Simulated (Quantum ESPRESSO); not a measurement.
An input for Quantum ESPRESSO 7.5 (NCOAlH4):

pw.in

```
&CONTROL
  calculation = 'scf'
  prefix = 'pwscf'
  outdir = './tmp'
  pseudo_dir = './pseudo'
  tprnfor = .true.
  disk_io = 'low'
/
&SYSTEM
  ibrav = 0
  celldm(1) = 8
  nat = 8
  ntyp = 5
  ecutwfc = 91
  nbnd = 18
  input_dft = 'r2scan'
  occupations = 'fixed'
  vdw_corr = 'grimme-d3'
  dftd3_version = 5
  nosym = .true.
/
&ELECTRONS
  conv_thr = 1d-08
  electron_maxstep = 120
  mixing_beta = 0.5
/
ATOMIC_SPECIES
N     14.0070 N.upf
C     12.0110 C.upf
O     15.9990 O.upf
Al    26.9815 Al.upf
H      1.0080 H.upf
CELL_PARAMETERS alat
  2.8345891869387   0.0000000000000   0.0000000000000
  0.0000000000000   3.0708049525169   0.0000000000000
  0.0000000000000   0.0000000000000   3.0708049525169
ATOMIC_POSITIONS crystal
N      0.5430291700    0.5817269200    0.6105576900
C      0.4725125000    0.5642500000    0.5307115400
O      0.3972125000    0.6240192300    0.5099115400
Al     0.4887291700    0.4381730800    0.4420576900
H      0.6049541700    0.5326576900    0.6275576900
H      0.5333208300    0.6455500000    0.6539653800
H      0.4030375000    0.4231576900    0.3512653800
H      0.5857791700    0.3576807700    0.4647115400
K_POINTS gamma
```

Potentials or basis: Ansatz NC SR PBE.

Launch:

```bash
$ OMP_NUM_THREADS=1 pw.x -in pw.in > pw.out
```

Question: How does this run end?

Answer: The run stopped without a result. It printed:

pw.out:

```text
This program is part of the open-source Quantum ESPRESSO suite
     for quantum simulation of materials; please cite
         "P. Giannozzi et al., J. Phys.:Condens. Matter 21 395502 (2009);
         "P. Giannozzi et al., J. Phys.:Condens. Matter 29 465901 (2017);
         "P. Giannozzi et al., J. Chem. Phys. 152 154105 (2020);
     in publications or presentations arising from this work. More details at

     IMPORTANT: XC functional enforced from input :
     Exchange-correlation= R2SCAN
                           (   0   0   0   0   0 497 498)
     Any further DFT definition will be discarded
     Please, verify this is what you really want

 program stopped due to: functional name unknown
STOP must stop!
```
